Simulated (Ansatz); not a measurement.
# ClFH4O2Zn: the cost of one run

All numbers below are computed with Ansatz 0.2.0 (RKS B3LYP-D4/def2-SVP).

**1. The system as given**

Bond lengths: Zn1–Cl2 2.615 Å, Zn1–O3 1.720 Å, Zn1–O5 2.196 Å, O3–H8 0.957 Å, O5–H9 0.957 Å. Angles: Cl2–Zn1–O3 133.9°, Cl2–Zn1–O5 96.4°, O3–Zn1–O5 128.9°, Zn1–O3–H8 113.5°, Zn1–O5–H9 117.5°.

Coordinates:

```xyz
9

Zn   -0.2470   -1.0825    0.4377
Cl    2.2405   -0.3806    0.8368
O    -1.2281   -2.3768    1.0054
H     0.1598    1.5115   -0.5718
O    -0.8539    0.7482   -0.6114
H     1.9013    1.1729    0.1078
F     1.2535    2.0044   -0.4593
H    -2.1562   -2.2719    0.7962
H    -1.0699    0.6748   -1.5413
```

**2. A restrained relaxation towards end A**

Springs on the bonds that form and break draw the guess towards this end; the thresholds are loose.

input.yaml reads:

```yaml
crystal:
  periodic: [false, false, false]
  atoms:
    - { symbol: Zn, position_ang: [-0.247, -1.0825, 0.4377] }
    - { symbol: Cl, position_ang: [2.2405, -0.3806, 0.8368] }
    - { symbol: O, position_ang: [-1.2281, -2.3768, 1.0054] }
    - { symbol: H, position_ang: [0.1598, 1.5115, -0.5718] }
    - { symbol: O, position_ang: [-0.8539, 0.7482, -0.6114] }
    - { symbol: H, position_ang: [1.9013, 1.1729, 0.1078] }
    - { symbol: F, position_ang: [1.2535, 2.0044, -0.4593] }
    - { symbol: H, position_ang: [-2.1562, -2.2719, 0.7962] }
    - { symbol: H, position_ang: [-1.0699, 0.6748, -1.5413] }
basis:
  gaussian: { orbitals: def2-SVP }
hamiltonian:
  xc: b3lyp
  dispersion: d4
relax:
  f_tol: 0.15
  max_steps: 25
  restrain:
    - { distance: [0, 4], at: 3.18, k: 30.0 }
    - { distance: [3, 6], at: 2.18, k: 30.0 }
    - { distance: [5, 1], at: 2.63, k: 30.0 }
    - { distance: [0, 1], at: 2.24, k: 30.0 }
    - { distance: [3, 4], at: 0.97, k: 30.0 }
    - { distance: [5, 6], at: 0.88, k: 30.0 }
output:
  orbitals: {}
```

Launch:

```bash
$ ansatz run input.yaml --threads 2 --pin off --max-ram 3072MiB --backend cpu --events-out ev --progress --plain --runs-dir out
```

Q: Estimate wall time and peak memory on 2 threads of AMD EPYC 9R45 (Zen 5), shared host.

About 22 s, with a peak of 0.28 GiB.
